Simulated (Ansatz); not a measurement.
# CH5BS2: the cost of one run

Method: RHF/def2-SVP, in Ansatz 0.2.0.

## 1. The starting structure

Bond lengths: B1–C2 1.562 Å, C2–S3 1.844 Å, S3–S4 2.035 Å, B1–H5 1.168 Å, B1–H6 1.168 Å, C2–H7 1.092 Å, C2–H8 1.093 Å, S4–H9 1.340 Å. Angles: B1–C2–S3 117.0°, B1–C2–H7 113.6°, B1–C2–H8 109.4°, S3–C2–H7 106.8°, S3–C2–H8 102.9°, H7–C2–H8 106.2°, C2–B1–H5 118.1°, C2–B1–H6 121.5°, H5–B1–H6 120.4°, C2–S3–S4 102.8°, S3–S4–H9 98.9°.

Coordinates:

```xyz
9

B    -0.1018    1.0043   -0.7508
C     0.7834   -0.2509   -0.4646
S     0.6875   -0.9746    1.2292
S    -1.2920   -1.4011    1.4267
H    -0.2190    1.3524   -1.8591
H    -0.6264    1.5911    0.1118
H     0.6189   -1.0705   -1.1669
H     1.8384    0.0208   -0.5549
H    -1.6890   -0.2714    2.0286
```

## 2. Relaxing the start

Input file input.yaml:

```yaml
crystal:
  periodic: [false, false, false]
  atoms:
    - { symbol: B, position_ang: [-0.10185, 1.00425, -0.75075] }
    - { symbol: C, position_ang: [0.78339, -0.25092, -0.46457] }
    - { symbol: S, position_ang: [0.6875, -0.97463, 1.22919] }
    - { symbol: S, position_ang: [-1.29198, -1.40115, 1.42671] }
    - { symbol: H, position_ang: [-0.219, 1.35241, -1.85914] }
    - { symbol: H, position_ang: [-0.62636, 1.59109, 0.11178] }
    - { symbol: H, position_ang: [0.61891, -1.07048, -1.16695] }
    - { symbol: H, position_ang: [1.83836, 0.02082, -0.55491] }
    - { symbol: H, position_ang: [-1.68897, -0.27139, 2.02863] }
basis:
  gaussian: { orbitals: def2-SVP }
hamiltonian:
  xc: hf
relax:
  f_tol: 0.02
  max_steps: 40
scf:
  lower_state_search: "off"
```

The run is started by

```bash
$ ansatz run input.yaml --threads 1 --pin off --max-ram 2048MiB --backend cpu --events-out ev --progress --plain --runs-dir out
```

Q: Estimate wall time and peak memory on 1 thread of Arm Neoverse V1, shared host.

About 12 s, with a peak of 0.16 GiB.
